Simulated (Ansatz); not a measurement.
# Cl4H2NTa: the cost of one run

Program: Ansatz 0.2.0. Level of theory: RKS PBE-D4/def2-SVP. These are calculated values, not measurements.

## (1) The system as given

Bond lengths: Ta1–N2 2.160 Å, N2–H3 1.060 Å, N2–H4 1.060 Å, Ta1–Cl5 2.470 Å, Ta1–Cl6 2.470 Å, Ta1–Cl7 2.470 Å, Ta1–Cl8 2.470 Å. Angles: Ta1–N2–H3 120.0°, Ta1–N2–H4 120.0°, H3–N2–H4 120.0°, N2–Ta1–Cl5 90.0°, N2–Ta1–Cl6 90.0°, N2–Ta1–Cl7 120.0°, N2–Ta1–Cl8 120.0°, Cl5–Ta1–Cl6 180.0°, Cl5–Ta1–Cl7 90.0°, Cl5–Ta1–Cl8 90.0°, Cl6–Ta1–Cl7 90.0°, Cl6–Ta1–Cl8 90.0°, Cl7–Ta1–Cl8 120.0°.

Structure file:

```xyz
8

Ta    0.0000    0.0000    0.0000
N     2.1600    0.0000    0.0000
H     2.6900   -0.5118    0.7620
H     2.6900    0.5118   -0.7620
Cl    0.0000    0.0000    2.4700
Cl    0.0000    0.0000   -2.4700
Cl   -1.2350    2.1390    0.0000
Cl   -1.2350   -2.1390    0.0000
```

## (2) Relaxing the start

File input.yaml:

```yaml
crystal:
  periodic: [false, false, false]
  atoms:
    - { symbol: Ta, position_ang: [0.0, 0.0, 0.0] }
    - { symbol: "N", position_ang: [2.16, 0.0, 0.0] }
    - { symbol: H, position_ang: [2.69, -0.5118, 0.762] }
    - { symbol: H, position_ang: [2.69, 0.5118, -0.762] }
    - { symbol: Cl, position_ang: [0.0, 0.0, 2.47] }
    - { symbol: Cl, position_ang: [0.0, 0.0, -2.47] }
    - { symbol: Cl, position_ang: [-1.235, 2.139, 0.0] }
    - { symbol: Cl, position_ang: [-1.235, -2.139, 0.0] }
basis:
  gaussian: { orbitals: def2-SVP }
hamiltonian:
  xc: pbe
  dispersion: d4
relax:
  f_tol: 0.02
  max_steps: 40
```

On the command line:

```bash
ansatz run input.yaml --threads 2 --pin off --max-ram 3072MiB --backend cpu --events-out ev --progress --plain --runs-dir out
```

Q: Estimate wall time and peak memory on 2 threads of Arm Neoverse V1, shared host.

About 33 s, with a peak of 0.2 GiB.
